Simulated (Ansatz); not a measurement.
# AlH8NSi2: the cost of one run

All numbers are computed with Ansatz 0.2.0 through its Python package. Level of theory: B3LYP+D4/aug-cc-pVDZ.

### Step 1. The system

Bond lengths: Al1–N2 1.846 Å, N2–Si3 1.788 Å, N2–Si4 1.812 Å, Al1–H5 1.640 Å, Al1–H6 1.646 Å, Si3–H7 1.522 Å, Si3–H8 1.409 Å, Si3–H9 1.512 Å, Si4–H10 1.427 Å, Si4–H11 1.533 Å, Si4–H12 1.435 Å. Angles (14 of 18 angles, heavy atoms first): Al1–N2–Si3 106.4°, Al1–N2–Si4 109.0°, Si3–N2–Si4 108.6°, N2–Al1–H5 122.3°, N2–Al1–H6 121.6°, N2–Si3–H7 107.7°, N2–Si3–H8 111.0°, N2–Si3–H9 109.9°, N2–Si4–H10 109.3°, N2–Si4–H11 105.5°, N2–Si4–H12 110.2°, H5–Al1–H6 116.1°, H7–Si3–H8 109.3°, H7–Si3–H9 106.3°.

alh8nsi2.xyz, read by the script:

```xyz
12

Al   -1.02540    1.47800   -0.28640
N     0.46960    0.52300    0.22590
Si   -0.07500   -0.63700    1.47350
Si    1.09160   -0.41030   -1.19770
H    -1.61180    1.43380   -1.81700
H    -1.83920    2.44010    0.77330
H     1.13290   -1.45930    1.90030
H    -1.06810   -1.49750    0.96430
H    -0.53630    0.11050    2.70410
H     1.41300    0.49570   -2.25260
H    -0.07430   -1.29910   -1.64740
H     2.19990   -1.23320   -0.80620
```

### Step 2. The code

Contents of tae_alh8nsi2.py:

```python
'''Atomisation energy of AlH8NSi2 at the given geometry.'''

from collections import Counter

import ansatz as az

BASIS_SET = 'aug-cc-pVDZ'
XC = 'B3LYP'
VDW = 'd4'


def energy(molecule, charge=0, unpaired=0):
    calc = molecule.calculation().basis(gaussian=BASIS_SET).functional(XC, dispersion=VDW)
    if charge:
        calc = calc.charge(charge)
    if unpaired:
        calc = calc.spin('collinear', total=unpaired)
    return calc.run(threads=1, pin='off').report['free_energy_ev']

molecule = az.Crystal.molecule_from_extxyz('alh8nsi2.xyz')

# unpaired electrons of the ground-state atoms
unpaired = {'Al': 1, 'N': 3, 'Si': 2, 'H': 1}
counts = Counter(site.symbol for site in molecule.cartesian_sites)
atom_energy = {s: energy(az.Crystal.molecule().atom(s, (0, 0, 0)), 0, unpaired[s]) for s in counts}
whole = energy(molecule, 0, 0)
for s, e in atom_energy.items():
    print(f'{s:2s} x{counts[s]}  {e:14.5f} eV')
print(f'AlH8NSi2: {whole:.5f} eV')
split = sum(counts[s] * e for s, e in atom_energy.items()) - whole
print(f'atomisation energy (no zero-point term): {96.485332 * split:.1f} kJ/mol, {split / sum(counts.values()):.3f} eV an atom')
```

### Step 3. The calls as engine input

The engine receives this input (first run):

```yaml
crystal:
  periodic: [false, false, false]
  atoms:
    - { symbol: Al, position_ang: [0.0, 0.0, 0.0] }
basis:
  gaussian:
    orbitals: aug-cc-pVDZ
hamiltonian:
  xc: b3lyp
  dispersion: d4
magnetization:
  spin_polarized: true
  initial_magnetization: 1.0
```

### Step 4. Launch

Started as:

```
python tae_alh8nsi2.py
```

Q: Estimate wall time and peak memory on 1 thread of Arm Neoverse V1, shared host.

About 14 s, with a peak of 0.46 GiB.
